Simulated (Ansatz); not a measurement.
# BClH3NO: the cost of one run

Program: Ansatz 0.2.0. Level of theory: RKS PBE0/6-31G*. These are calculated values, not measurements.

### Step 1. The starting structure

Bond lengths: B1–N2 1.550 Å, N2–H3 1.060 Å, N2–H4 1.060 Å, B1–Cl5 1.860 Å, B1–O6 1.410 Å, O6–H7 1.010 Å. Angles: B1–N2–H3 120.0°, B1–N2–H4 120.0°, H3–N2–H4 120.0°, N2–B1–Cl5 120.0°, N2–B1–O6 120.0°, Cl5–B1–O6 120.0°, B1–O6–H7 109.5°.

As a file:

```xyz
7

B     0.0000    0.0000    0.0000
N     0.0000    0.0000    1.5500
H    -0.8770   -0.2713    2.0800
H     0.8770    0.2713    2.0800
Cl    1.6108    0.0000   -0.9300
O    -1.2211    0.0000   -0.7050
H    -1.7308   -0.8467   -0.4965
```

### Step 2. Relaxing the start

The input, input.yaml:

```yaml
crystal:
  periodic: [false, false, false]
  atoms:
    - { symbol: B, position_ang: [0.0, 0.0, 0.0] }
    - { symbol: "N", position_ang: [0.0, 0.0, 1.55] }
    - { symbol: H, position_ang: [-0.877, -0.2713, 2.08] }
    - { symbol: H, position_ang: [0.877, 0.2713, 2.08] }
    - { symbol: Cl, position_ang: [1.6108, 0.0, -0.93] }
    - { symbol: O, position_ang: [-1.2211, 0.0, -0.705] }
    - { symbol: H, position_ang: [-1.7308, -0.8467, -0.4965] }
basis:
  gaussian: { orbitals: "6-31G*" }
hamiltonian:
  xc: pbe0
relax:
  f_tol: 0.02
  max_steps: 40
```

Command:

```console
$ ansatz run input.yaml --threads 1 --pin off --max-ram 2048MiB --backend cpu --events-out ev --progress --plain --runs-dir out
```

Q: Estimate wall time and peak memory on 1 thread of Intel Xeon 6975P-C (Granite Rapids), shared host.

About 13 s, with a peak of 0.18 GiB.
